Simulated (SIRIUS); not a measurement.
As: equation of state with PBEsol

The system is As.

```
As
1.0
     2.70368    0.00000    0.00000
     0.00000    2.70368    0.00000
     0.00000    0.00000    2.70368
As
1
Direct
  0.50000 0.50000 0.50000
```

This isn't the form of As at room conditions, which is rhombohedral.

- Program: SIRIUS 7.12.0
- Task: equation of state
- Functional: PBEsol
- Potentials or basis: all-electron FP-LAPW
- Cutoff: 167 eV
- Basis: apw+lo standard
- k mesh: 10 × 10 × 10
- Occupations: fermi-dirac, width 0.05 eV
- Spin: no spin polarisation
- Muffin tin radii: As 2.4 bohr
- Basis cutoff (gk_cutoff): 3.5 1/bohr
- Cutoff of density and potential (pw_cutoff): 20 1/bohr
- lmax of the basis: 10
- lmax of density and potential: 8
- Valence relativity: iora
- Core states: As 1s2s2p
- Local orbitals (radial functions): As 14
- Smallest sphere radius times basis cutoff: 8.4

```yaml
Equilibrium_volume: 19.41 Å³/atom
Bulk_modulus: 91 GPa
Pressure_derivative_of_the_bulk_modulus: "3.9 (rough: it moves with the points fitted)"
```

Energy against volume, from the lowest point:
```
volume (Å³/atom)  energy (meV/atom)
          18.578              10.70
          18.973               2.83
          19.368               0.00
          19.764               1.51
          20.159               7.70
          20.554              17.34
          20.949              30.37
```

All runs of the series together: 110 s on 1 thread of Arm Neoverse V2, on a shared host.
